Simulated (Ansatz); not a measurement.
# CH7GeNO: one species, many methods

The task here is to estimate one member of a computed series from the others.

Program: Ansatz 0.2.0, Gaussian basis. Level of theory: functionals in def2-TZVPP, the program's frozen cores in correlated methods. These are calculated values, not measurements.

The runs, in order: LDA (SPW92), PBE-D4, revPBE-D4, BLYP-D4, r2SCAN-D4, B97M-V, PBE0-D4, B3LYP-D4, r2SCANh-D4, r2SCAN0-D4, HSE06-D4, BHLYP-D4, CAM-B3LYP-D4, LC-ωPBE, ωB97X-V, ωB97M-V, B2PLYP, PBE-QIDH; CCSD(T)/def2-SVP; CCSD(T)/def2-TZVPP; MP2/def2-QZVPP; extrapolation to the limit; RPA on PBE.

## Structure used throughout

The geometry comes from an earlier relaxation with PBE0-D4 in a triple-zeta def2 set; it is a stationary point, not always the lowest conformer.

SMILES `N[CH2][GeH2][OH]`, 11 atoms, charge 0, spin multiplicity 1.

Atoms are counted from 1 here; the program's logs count them from 0.

Bond lengths: N1–C2 1.456 Å, N1–H5 1.012 Å, N1–H6 1.012 Å, C2–Ge3 1.954 Å, C2–H7 1.093 Å, C2–H8 1.099 Å, Ge3–O4 1.788 Å, Ge3–H9 1.548 Å, Ge3–H10 1.543 Å, O4–H11 0.959 Å. Angles: C2–N1–H5 111.2°, C2–N1–H6 111.0°, H5–N1–H6 107.0°, N1–C2–Ge3 108.9°, N1–C2–H7 109.1°, N1–C2–H8 115.7°, Ge3–C2–H7 106.9°, Ge3–C2–H8 108.8°, H7–C2–H8 107.0°, C2–Ge3–O4 104.8°, C2–Ge3–H9 110.5°, C2–Ge3–H10 113.1°, O4–Ge3–H9 109.5°, O4–Ge3–H10 109.4°, H9–Ge3–H10 109.4°, Ge3–O4–H11 113.1°.

Set-up of the first run:

Contents of in.yaml:

```yaml
crystal:
  periodic: [false, false, false]
  atoms:
    - {symbol: N, position_ang: [-0.584328, 1.759701, 0.073709]}
    - {symbol: C, position_ang: [-0.804158, 0.351441, -0.225962]}
    - {symbol: Ge, position_ang: [0.883908, -0.610048, -0.018113]}
    - {symbol: O, position_ang: [0.421244, -2.336494, 0.044773]}
    - {symbol: H, position_ang: [-1.409246, 2.309745, -0.130000]}
    - {symbol: H, position_ang: [-0.373962, 1.892994, 1.054619]}
    - {symbol: H, position_ang: [-1.101298, 0.250312, -1.272525]}
    - {symbol: H, position_ang: [-1.573765, -0.150162, 0.377009]}
    - {symbol: H, position_ang: [1.575221, -0.211984, 1.307976]}
    - {symbol: H, position_ang: [1.858745, -0.382587, -1.191878]}
    - {symbol: H, position_ang: [1.173038, -2.929917, 0.000791]}
basis:
  gaussian: {orbitals: def2-TZVPP}
hamiltonian: {xc: lda}
output: {orbitals: {seedname: orbitals}}
```

Command:

```sh
$ ansatz run in.yaml --threads 4 --pin off --events-out ev --progress --plain --max-ram 10444MiB
```

Steps of the session up to this table: LDA; PBE-D4 (GGA); revPBE-D4 (GGA); BLYP-D4 (GGA); r2SCAN-D4 (meta-GGA); B97M-V (meta-GGA); PBE0-D4 (hybrid); B3LYP-D4 (hybrid); r2SCANh-D4 (hybrid); r2SCAN0-D4 (hybrid); HSE06-D4 (hybrid); BHLYP-D4 (hybrid); CAM-B3LYP-D4 (range-separated); LC-ωPBE (range-separated); ωB97X-V (range-separated); ωB97M-V (range-separated); B2PLYP (double hybrid); PBE-QIDH (double hybrid).

One of the session's tables, all rows but one given; the rest of the session is left out.

It belongs to the step «Orbital energies across the functionals». 

| functional | HOMO (eV) | LUMO (eV) | gap (eV) |
| --- | --- | --- | --- |
| LDA (SPW92) | -5.60 | -0.77 | 4.84 |
| PBE-D4 | -5.50 | -0.53 | 4.97 |
| revPBE-D4 | -5.45 | -0.41 | 5.04 |
| BLYP-D4 | -5.41 | -0.50 | 4.92 |
| r2SCAN-D4 | -5.80 | -0.07 | 5.73 |
| B97M-V | -5.97 | -0.33 | 5.64 |
| PBE0-D4 | -6.96 | 0.34 | 7.30 |
| B3LYP-D4 | ? | ? | ? |
| r2SCANh-D4 | -6.35 | 0.21 | 6.56 |
| r2SCAN0-D4 | -7.16 | 0.63 | 7.79 |
| HSE06-D4 | -6.55 | -0.03 | 6.52 |
| BHLYP-D4 | -8.35 | 1.08 | 9.42 |
| CAM-B3LYP-D4 | -8.40 | 1.20 | 9.61 |
| LC-ωPBE | -9.77 | 2.50 | 12.27 |
| ωB97X-V | -9.43 | 2.30 | 11.73 |
| ωB97M-V | -9.34 | 1.95 | 11.29 |

**Question.** Estimate the row for B3LYP-D4.

Worked estimate for «HOMO (eV)». Against the share of exact exchange, BLYP-D4 (0, -5.41), BHLYP-D4 (0.5, -8.35) give a slope of -5.88 per unit share; at 0.2 the line stands at -6.59.

As computed: HOMO (eV): -6.74; LUMO (eV): 0.03; gap (eV): 6.77. In «HOMO (eV)» the line misses by +0.15.
